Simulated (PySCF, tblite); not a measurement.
**C4H13FSi3: geometry, infrared bands and NMR shifts**

Wanted: the infrared bands and NMR shifts of C4H13FSi3 (`F/C=C(\[SiH3])C[SiH2]C[SiH3]`), by calculation.

The runs use tblite 0.8.0 and PySCF 2.14.0, with density-fitted response routines of our own; the level of theory stands in each step. All values are computed, except where a source is named. Atoms count from 0, in the outputs and in this text.

## Step 1: The molecule as given

21 atoms, charge 0, multiplicity 1; geometry from: force field or distance geometry start.

Bonds of the start (Å): F0–C1 1.34, C1–C2 1.36, C2–Si3 1.86, C2–C4 1.52, C4–Si5 1.89, Si5–C6 1.86, C6–Si7 1.85, C1–H8 1.07, Si3–H9 1.48, Si3–H10 1.49, Si3–H11 1.49, C4–H12 1.10, C4–H13 1.10, Si5–H14 1.49, Si5–H15 1.49, C6–H16 1.09, C6–H17 1.09, Si7–H18 1.48, Si7–H19 1.49, Si7–H20 1.48.

## Step 2: Relaxing the molecule with GFN2-xTB

Job settings and geometry (Å):

```
{"job": {"kind": "relax", "xc": "GFN2-xTB", "basis": "xTB"}, "charge": 0, "multiplicity": 1}
F     -2.794200    -0.216300    -2.488900
C     -2.032900     0.527700    -1.679900
C     -1.816700     0.207800    -0.379300
Si    -2.660500    -1.255300     0.390900
C     -0.965000     1.084800     0.516600
Si     0.777900     0.449800     0.878500
C      1.742200     0.220800    -0.691200
Si     3.423600    -0.377100    -0.200500
H     -1.607300     1.364500    -2.202200
H     -4.105800    -1.292100     0.055300
H     -1.994200    -2.508100    -0.059000
H     -2.531900    -1.167200     1.876400
H     -1.482300     1.276100     1.470800
H     -0.840300     2.074300     0.043200
H      1.447300     1.452000     1.763100
H      0.664900    -0.829600     1.636900
H      1.246600    -0.504500    -1.336600
H      1.807800     1.154500    -1.240000
H      4.126900     0.614800     0.646400
H      3.354600    -1.680200     0.515600
H      4.230200    -0.579500    -1.423300
```

Run with:

```console
> OMP_NUM_THREADS=1 python probes_run.py task.json out
```

One launch serves the whole session: the jobs run in the order shown.

**Question.** This job is followed by: GFN2-xTB harmonic vibrations, gas phase; GIAO PBE0/pcSseg-1 NMR shielding, non-relativistic, gas phase. What will the session give for the following? strongest single infrared mode (GFN2-xTB); zero-point energy (GFN2-xTB); 13C shifts against TMS (PBE0/pcSseg-1); 1H shifts against TMS (PBE0/pcSseg-1, means over atoms taken as alike); 19F shifts against CFCl3 (PBE0/pcSseg-1); 29Si shifts against TMS (PBE0/pcSseg-1).

The runs gave:

| quantity | value |
| --- | --- |
| strongest single infrared mode (GFN2-xTB) | 2258 cm⁻¹, 485 km/mol |
| zero-point energy (GFN2-xTB) | 89.2 kcal/mol |
| 13C shifts against TMS (PBE0/pcSseg-1) | 163.8, 114.5, 19.4, -14.4 ppm |
| 1H shifts against TMS (PBE0/pcSseg-1, means over atoms taken as alike) | 7.14, 4.23, 4.15, 4.00, 1.69, -0.27 ppm |
| 19F shifts against CFCl3 (PBE0/pcSseg-1) | -103.8 ppm |
| 29Si shifts against TMS (PBE0/pcSseg-1) | -43.5, -74.8, -78.8 ppm |

The optimisation took 87 steps and gained 0.240 eV; among the close pairs (by a distance rule), C6–Si7 changed most, from 1.851 to 1.898 Å. No mode is imaginary among the 57: a minimum at this level. Unscaled tight-binding wavenumbers are off by several per cent, some by more. Its intensities can rank the bands wrongly. H8 (hydrogen on an alkene CH) lies farthest downfield among hydrogen, at 7.14 ppm; olefinic region. At PBE0/pcSseg-1: Shielding is most anisotropic at C2 (span 198 ppm, paramagnetic term -193 ppm).
